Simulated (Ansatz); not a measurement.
# Sr2C: the cost of one run

Computed with Ansatz 0.2.0 (DFT PBE, scalar-relativistic, plane waves, PAW, unless a step's input says otherwise).

## 1. The structure to begin with

Symmetry: R-3m, No. 166, trigonal system. The conventional cell has a = 3.873 Å, b = 3.873 Å, c = 19.193 Å, α = 90.00°, β = 90.00°, γ = 120.00°. Sr (site symmetry 3m) has 3 C at 2.66 Å as nearest neighbours. C (site symmetry -3m) is surrounded by 6 Sr at 2.66 Å.

Coordinates:

```cif
data_structure
_symmetry_space_group_name_H-M 'P 1'
_symmetry_Int_Tables_number 1
_cell_length_a 6.7770
_cell_length_b 6.7770
_cell_length_c 6.7770
_cell_angle_alpha 33.205
_cell_angle_beta 33.205
_cell_angle_gamma 33.205
_cell_volume 83.10
loop_
_atom_site_label
_atom_site_type_symbol
_atom_site_fract_x
_atom_site_fract_y
_atom_site_fract_z
_atom_site_occupancy
Sr1 Sr 0.25793 0.25793 0.25793 1
Sr2 Sr 0.74207 0.74207 0.74207 1
C1 C 0.00000 0.00000 0.00000 1
```

A structure generator made this guess: species swapped into a database cell of Y2C (R-3m, No. 166), with Sr on the Y sites. Lengths come from tabulated atomic sizes and are only a guess.

## 2. Probe: one point on a coarse mesh

input.yaml reads:

```yaml
crystal:
  lattice:
    - [1.93637367, 1.11796586, 6.39752916]
    - [-1.93637367, 1.11796586, 6.39752916]
    - [0.0, -2.23593172, 6.39752916]
  atoms:
    - { symbol: Sr, position: [0.25793001, 0.25793001, 0.25793001] }
    - { symbol: Sr, position: [0.74206999, 0.74206999, 0.74206999] }
    - { symbol: C, position: [0.0, 0.0, 0.0] }
basis:
  ecutwfc: 420
kpoints:
  mp_grid: { grid: [6, 6, 6] }
hamiltonian:
  xc: pbe
scf:
  occupations: { method: gaussian, width: 0.1 }
  lower_state_search: "off"
output:
  forces: true
  stress: true
  eigenvalues: true
```

Launch:

```bash
$ ansatz run input.yaml --threads 1 --pin off --max-ram 2048MiB --backend cpu --events-out ev --progress --plain --runs-dir out
```

**Question.** How long does this run take on 1 thread of Arm Neoverse V1, shared host, and how much memory does it need?

About 3.1 s, with a peak of 0.33 GiB.
